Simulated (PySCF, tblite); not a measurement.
# C7H12OSi2: geometry, infrared bands and NMR shifts

Wanted: the infrared bands and NMR shifts of C7H12OSi2 (`[SiH3]Cc1cccc(O[SiH3])c1`), by calculation.

Programs: tblite 0.8.0 and PySCF 2.14.0, with density-fitted response routines of our own. Each step states its level of theory. These are calculated values for one molecule in the gas phase, unless marked as measured. Atoms are numbered from 0 throughout.

### Step 1. The molecule as given

22 atoms, charge 0, multiplicity 1; geometry from: force field or distance geometry start.

Bonds of the start (Å): Si0–C1 1.87, C1–C2 1.51, C2–C3 1.39, C3–C4 1.40, C4–C5 1.40, C5–C6 1.40, C6–O7 1.36, O7–Si8 1.66, C6–C9 1.39, C9–C2 1.42, Si0–H10 1.48, Si0–H11 1.49, Si0–H12 1.47, C1–H13 1.11, C1–H14 1.09, C3–H15 1.10, C4–H16 1.08, C5–H17 1.08, Si8–H18 1.49, Si8–H19 1.48, Si8–H20 1.49, C9–H21 1.09.

### Step 2. Geometry optimisation with GFN2-xTB

What the job is given:

```
{"job": {"kind": "relax", "xc": "GFN2-xTB", "basis": "xTB"}, "charge": 0, "multiplicity": 1}
Si     3.229300     1.540500     0.343500
C      2.468100     0.287400    -0.823400
C      1.129300    -0.268400    -0.415200
C      1.018700    -1.395500     0.383700
C     -0.232900    -1.897400     0.772500
C     -1.402300    -1.258700     0.332600
C     -1.310700    -0.120400    -0.474300
O     -2.381900     0.579300    -0.939300
Si    -4.021700     0.395200    -0.780900
C     -0.061700     0.367900    -0.839100
H      3.430900     0.959500     1.694300
H      2.350400     2.742800     0.459100
H      4.537700     1.981400    -0.166100
H      3.176500    -0.556300    -0.927400
H      2.391300     0.732600    -1.813500
H      1.911800    -1.914000     0.751500
H     -0.298300    -2.776800     1.397100
H     -2.354800    -1.673000     0.643800
H     -4.407700     0.478100     0.657600
H     -4.444900    -0.921300    -1.305900
H     -4.730600     1.478100    -1.526900
H     -0.007100     1.258200    -1.470700
```

The run is started by

```sh
OMP_NUM_THREADS=1 python probes_run.py task.json out
```

One launch serves the whole session: the jobs run in the order shown.

**Question.** This job is followed by: GFN2-xTB harmonic vibrations, gas phase; GIAO PBE0/pcSseg-1 NMR shielding, non-relativistic, gas phase. What will the session give for the following? strongest single infrared mode (GFN2-xTB); zero-point energy (GFN2-xTB); 13C shifts against TMS (PBE0/pcSseg-1); 1H shifts against TMS (PBE0/pcSseg-1, means over atoms taken as alike); 29Si shifts against TMS (PBE0/pcSseg-1); 17O shifts against H2O (PBE0/pcSseg-1).

**Answer**, as computed:

| quantity | value |
| --- | --- |
| strongest single infrared mode (GFN2-xTB) | 2252 cm⁻¹, 434 km/mol |
| zero-point energy (GFN2-xTB) | 98.8 kcal/mol |
| 13C shifts against TMS (PBE0/pcSseg-1) | 162.6, 148.6, 134.9, 125.6, 124.3, 114.9, 21.4 ppm |
| 1H shifts against TMS (PBE0/pcSseg-1, means over atoms taken as alike) | 7.46, 7.06, 7.01, 6.57, 5.13, 3.92, 2.31 ppm |
| 29Si shifts against TMS (PBE0/pcSseg-1) | -44.7, -62.5 ppm |
| 17O shifts against H2O (PBE0/pcSseg-1) | 92.1 ppm |

In words: Relaxing lowered the energy by 0.221 eV in 52 steps; the close pair that moved most is Si8–H20, from 1.494 to 1.453 Å. No mode is imaginary among the 60: a minimum at this level. Unscaled tight-binding wavenumbers are off by several per cent, some by more. Its intensities can rank the bands wrongly. NICS(1)zz of -26 ppm above the planar ring from C2 marks a diatropic (aromatic) ring current.
